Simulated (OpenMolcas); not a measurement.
# V²⁺: CASSCF and CASPT2 terms and fine-structure levels

Which level of V²⁺ lies lowest, and where do the others fall? The reference wave functions come first, then spin-orbit coupling, then second-order correlation under several settings.

The numbers are computed with OpenMolcas 26.06 (state-averaged CASSCF and CASPT2, spin-orbit coupling by RASSI with atomic mean-field integrals), except any that are marked as measured or tabulated.

2 further runs of the same task are left out: 2 that didn't finish.

## Step 1: The atom as given

```
Species                           : V²⁺ (vanadium, Z = 23, 21 electrons)
Basis                             : ANO-RCC-VDZP [5s4p2d1f], 34 functions
Scalar Hamiltonian                : DKH2, point nucleus
Inactive shells                   : 1s 2s 2p 3s 3p
Active space                      : 3 electrons in 10 orbitals (3d 4d)
Some configurations of this space : 3d3
Orbitals                          : optimised for the ground-state spin in each parity, averaged over the low roots
```

The outer shells:

3d3
```
3d [↑ ][↑ ][↑ ][  ][  ]
```

Each step is its own input file, run in one work folder so that later steps find the files of earlier ones. Labels, J, g values, rates, χT and fits are worked out afterwards by a script from the matrices that RASSI stores.

## Step 2: GATEWAY and SEWARD: basis and integrals

a.inp

```
&GATEWAY
Coord
1

V 0.0 0.0 0.0
Basis=ANO-RCC-VDZP
Group=XYZ
NoMove
AngMom=0.0 0.0 0.0
AMFI
&SEWARD
```

The run is started by

```console
$ OMP_NUM_THREADS=1 MOLCAS_MEM=2252 MOLCAS_PROJECT=a pymolcas a.inp > a.log
```

## Step 3: A small preliminary run for start orbitals

a.inp

```
&RASSCF
FileOrb=start.orb
Symmetry=1
Spin=4
nActEl=3 0 0
Inactive=3 6
Ras2=5 0
CIRoot=10 10 1
SDav=10
CIMx=300
Iter=120 100
PrWF=0.3
OrbListing=Nothing
MaxOrb=0
Atom
>>> COPY $Project.JobIph JOBPRE
```

## Step 4: CASSCF: quartets of even parity, 10 roots

a.inp

```
&RASSCF
FileOrb=start.orb
Symmetry=1
Spin=4
nActEl=3 0 0
Inactive=3 6
Ras2=10 0
CIRoot=10 10 1
SDav=120
CIMx=300
Iter=120 100
PrWF=0.3
OrbListing=Nothing
MaxOrb=0
Atom
>>> COPY $Project.JobIph JOB001
```

## Step 5: CASSCF: doublets of even parity, 52 roots

a.inp

```
&RASSCF
FileOrb=start.orb
Symmetry=1
Spin=2
nActEl=3 0 0
Inactive=3 6
Ras2=10 0
CIRoot=52 52 1
SDav=330
CIMx=300
Iter=120 100
PrWF=0.3
OrbListing=Nothing
MaxOrb=0
Atom
CIOnly
>>> COPY $Project.JobIph JOB002
```

## Step 6: RASSI: spin-orbit coupling between the states

a.inp

```
&RASSI
NrOfJobIphs=2 10 40
1 2 3 4 5 6 7 8 9 10
1 2 3 4 5 6 7 8 9 10 11 12 13 14 15 16 17 18 19 20 21 22 23 24 25 26 27
28 29 30 31 32 33 34 35 36 37 38 39 40
IphNames
JOB001
JOB002
EJob
SpinOrbit
DIPRint=1.0
SOCoupling=1000.0
Subsets=2
MEES
Property=10
'ANGMOM' 1 'ANGMOM' 2 'ANGMOM' 3 'MLTPL  1' 1 'MLTPL  1' 2 'MLTPL  1' 3
'AMFI' 1 'AMFI' 2 'AMFI' 3 'MLTPL  2' 6
SOProperty=3
'ANGMOM' 1 'ANGMOM' 2 'ANGMOM' 3
```

## Step 7: CASPT2: IPEA 0.35, imaginary shift 0.25 (closed shells correlated: 2s 2p 3s 3p)

a.inp

```
>>> COPY JOB001 $Project.JobIph
&CASPT2
Multistate=10 1 2 3 4 5 6 7 8 9 10
Frozen=1 0
IPEA=0.35
Imaginary=0.25
MaxIter=60
WThr=0.0 0.3 0.05
PrWF=0.5
NoMix
>>> COPY JOB002 $Project.JobIph
&CASPT2
Multistate=40 1 2 3 4 5 6 7 8 9 10 11 12 13 14 15 16 17 18 19 20 21 22
23 24 25 26 27 28 29 30 31 32 33 34 35 36 37 38 39 40
Frozen=1 0
IPEA=0.35
Imaginary=0.25
MaxIter=60
WThr=0.0 0.3 0.05
PrWF=0.5
NoMix
```

## Step 8: CASPT2: IPEA 0.75, imaginary shift 0.05 (closed shells correlated: 3s 3p)

a.inp, as its differences from that of step 7:

```diff
@@ -3,5 +3,6 @@
 Multistate=10 1 2 3 4 5 6 7 8 9 10
-Frozen=1 0
-IPEA=0.35
-Imaginary=0.25
+NoMult
+Frozen=2 3
+IPEA=0.75
+Imaginary=0.05
 MaxIter=60
@@ -14,5 +15,6 @@
 23 24 25 26 27 28 29 30 31 32 33 34 35 36 37 38 39 40
-Frozen=1 0
-IPEA=0.35
-Imaginary=0.25
+NoMult
+Frozen=2 3
+IPEA=0.75
+Imaginary=0.05
 MaxIter=60
```

(Steps that only read results are left out.)

What does the calculation give? Wanted: lowest level; first excited level; lowest level of another term; spin-orbit lowering of the lowest level; strongest of the lines computed, by gA.

As calculated:

| quantity | value |
| --- | --- |
| method | SS-CASPT2, IPEA 0.35, imaginary shift 0.25 (closed shells correlated: 2s 2p 3s 3p) |
| lowest level | 3d3 4F 3/2, 100 % of that term, g = 0.399 |
| ground level listed by NIST | 4F3/2 |
| first excited level | 3d3 4F 5/2 at 0.0199 eV |
| lowest level of another term | 3d3 4P 1/2 at 1.488 eV |
| spin-orbit lowering of the lowest level | 0.0474 eV |
| strongest of the lines computed, by gA (one parity, so forbidden lines), at CASSCF energies | 3d3 2D 5/2(2) → 3d3 2G 9/2, 279.2 nm, A = 1.30e+01 s⁻¹ |

What each method costs and misses:

```csv
method,time of its own steps,time with the reference,mean absolute difference from the measured levels (cm-1)
A. CASSCF,21 s,21 s,3300
"B. SS-CASPT2, IPEA 0.35, imaginary shift 0.25, +2s 2p 3s 3p",7.8 min,8.2 min,1000
"C. SS-CASPT2, IPEA 0.75, imaginary shift 0.05, +3s 3p",6.7 min,7 min,1300
```

Times are of one thread on a shared host.

What this shows: The multiplet 4F is regular; its intervals divided by the larger J differ by 4 % of their mean, where Landé's rule for pure LS coupling makes them equal. Second-order correlation (method B) scales the levels of the lowest configuration above 5000 cm⁻¹ by 0.84 to 0.96. Method B lies closest to the measured levels (1000 cm⁻¹ on average) and A farthest (3300). Only the configurations of the active space and the roots asked for are present. The doublets rest on orbitals optimised for another spin in at least one step, which raises them against the optimised states. Not all states of the active space went into the spin-orbit step. CASPT2 does not keep the components of a term degenerate, and the means are used. The levels of the extra active shells were not computed. Only valence configurations of the active space appear, up to the ionisation limit; * or ° marks odd parity.
